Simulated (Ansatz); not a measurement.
# r2SCAN/6-31G(d) (spherical functions) run of GaH2O2F (SMILES [OH][Ga]([OH])[F])

What is the electronic atomisation energy of GaH2O2F at r2SCAN/6-31G* (spherical functions)? 

Program for the calculation: Ansatz 0.2.0.

62 further runs of the same task are left out: 62 set aside as unsound or not needed.

## (1) The molecule

GaH2O2F has 6 atoms, charge 0, and is taken as a singlet. SMILES: `[OH][Ga]([OH])[F]`. Geometry: relaxed at PBE0-D4/def2-TZVP. This is one conformer, not always the lowest.

Bond lengths: O1–Ga2 1.769 Å, Ga2–O3 1.762 Å, Ga2–F4 1.743 Å, O1–H5 0.960 Å, O3–H6 0.960 Å. Angles: O1–Ga2–O3 123.2°, O1–Ga2–F4 118.9°, O3–Ga2–F4 117.8°, Ga2–O1–H5 113.2°, Ga2–O3–H6 112.9°.

## (2) The energy at r2SCAN/6-31G(d) (spherical functions)

Input file in.yaml:

```yaml
crystal:
  periodic: [false, false, false]
  atoms:
    - {symbol: O, position_ang: [-0.297200, 1.351000, -0.574800]}
    - {symbol: Ga, position_ang: [-0.068200, -0.342400, -0.117600]}
    - {symbol: O, position_ang: [0.794400, -0.842300, 1.335300]}
    - {symbol: F, position_ang: [-0.722600, -1.588800, -1.144800]}
    - {symbol: H, position_ang: [-0.788800, 1.459000, -1.392800]}
    - {symbol: H, position_ang: [1.124200, -0.100400, 1.848500]}
basis:
  gaussian: {orbitals: 6-31G_st_-spherical.json}
hamiltonian: {xc: {name: r2SCAN}}
accuracy: high
output: {orbitals: {seedname: orbitals}}
```

The basis set 6-31G* is read from a file made from the Basis Set Exchange's data (not shown).

Command:

```sh
$ ansatz run in.yaml --threads 1 --pin off --max-ram 3480MiB --events-out events.jsonl --progress --plain --runs-dir runs
```

What it wrote:

```text
Warning: RAYON_NUM_THREADS=1 ignored (pool sized by the plan → 1); use --threads N
Functional definition: r2SCAN
  name "r2SCAN"
  parameter k0 = 0.174
  parameter k1 = 0.065
  parameter a1 = 4.9479
  exchange = r2scan_x(k0 = k0, k1 = k1, a1 = a1)
  correlation = r2scan_c
1622 factors; integrals over basis functions are off by at most 4.1e-9 eV
mean field evaluation 1: about -59200.6150 eV, gradient 8.3e1 eV
mean field evaluation 2: about -59157.7501 eV, gradient 1.7e2 eV
mean field evaluation 4: about -59212.0364 eV, gradient 1.4e1 eV
mean field evaluation 8: about -59212.3462 eV, gradient 8.5e-1 eV
mean field evaluation 16: about -59212.3472 eV, gradient 5.9e-6 eV
mean field -59212.34721088 eV, -2176.0136244294 hartree, gradient 1.9e-8 eV, S^2 0.000000; 0 other end points of the search recorded, 0 dependent functions left out
reference -59212.34721213 eV, -2176.0136244753 hartree; 29, 29 occupied and 49, 49 virtual orbitals, 1622 factors
Total energy: -59212.34721213 eV, -2176.0136244753 hartree
```

Wall time 13 s (1 thread of Arm Neoverse V2, shared host); peak memory 0.23 GiB.

## (3) The F atom

Input file molecule.yaml:

```yaml
crystal:
  periodic: [false, false, false]
  atoms:
    - {symbol: F, position_ang: [0.000000, 0.000000, 0.000000]}
basis:
  gaussian:
    orbitals: 6-31G_st_-spherical.json
magnetization:
  spin_polarized: true
  initial_magnetization: 1
hamiltonian:
  xc: r2scan
accuracy: high
```

The basis set 6-31G* is read from a file made from the Basis Set Exchange's data (not shown).

Run the same way, it converges to -99.67359 Eh (log not shown).

## (4) The Ga atom

Input file input.yaml:

```yaml
crystal:
  periodic: [false, false, false]
  atoms:
    - {symbol: Ga, position_ang: [0.000000, 0.000000, 0.000000]}
basis:
  gaussian:
    orbitals: 6-31G_st_-spherical.json
magnetization:
  spin_polarized: true
  initial_magnetization: 1
total_charge: 0
accuracy: high
hamiltonian:
  xc: {name: r2SCAN}
```

The basis set 6-31G* is read from a file made from the Basis Set Exchange's data (not shown).

Run the same way, it converges to -1924.51273 Eh (log not shown).

## (5) The H atom

Input file run.yaml:

```yaml
crystal:
  periodic: [false, false, false]
  atoms:
    - {symbol: H, position_ang: [0.000000, 0.000000, 0.000000]}
basis:
  gaussian:
    orbitals: "6-31G*"
total_charge: 0
magnetization:
  spin_polarized: true
  initial_magnetization: 1
hamiltonian:
  xc: {name: r2SCAN}
accuracy: high
```

Run the same way, it converges to -0.49823 Eh (log not shown).

## (6) The O atom at the same level

Input file molecule.yaml:

```yaml
crystal:
  periodic: [false, false, false]
  atoms:
    - symbol: O
      position_ang: [0.000000, 0.000000, 0.000000]
basis:
  gaussian:
    orbitals: 6-31G_st_-spherical.json
magnetization:
  spin_polarized: true
  initial_magnetization: 2
hamiltonian:
  xc: r2scan
accuracy: high
```

The basis set 6-31G* is read from a file made from the Basis Set Exchange's data (not shown).

Run the same way, it converges to -75.02239 Eh (log not shown).

## (7) Summary of results

Level: r2SCAN/6-31G* (spherical functions).

| quantity | value |
| --- | --- |
| molecule: total energy | -2176.01362 Eh |
| molecule: HOMO energy | -7.69 eV |
| molecule: LUMO energy | -1.85 eV |
| molecule: HOMO–LUMO gap | 5.84 eV |
| F atom: total energy | -99.67359 Eh |
| F atom: ⟨S²⟩ | 0.752 |
| Ga atom: total energy | -1924.51273 Eh |
| Ga atom: ⟨S²⟩ | 0.754 |
| H atom: total energy | -0.49823 Eh |
| H atom: ⟨S²⟩ | 0.750 |
| O atom: total energy | -75.02239 Eh |
| O atom: ⟨S²⟩ | 2.003 |
| electronic atomisation energy | 21.390 eV |

**Reading.** Taking the molecule apart into free atoms costs 21.39 eV (493 kcal/mol), before zero-point energy and without spin-orbit coupling.
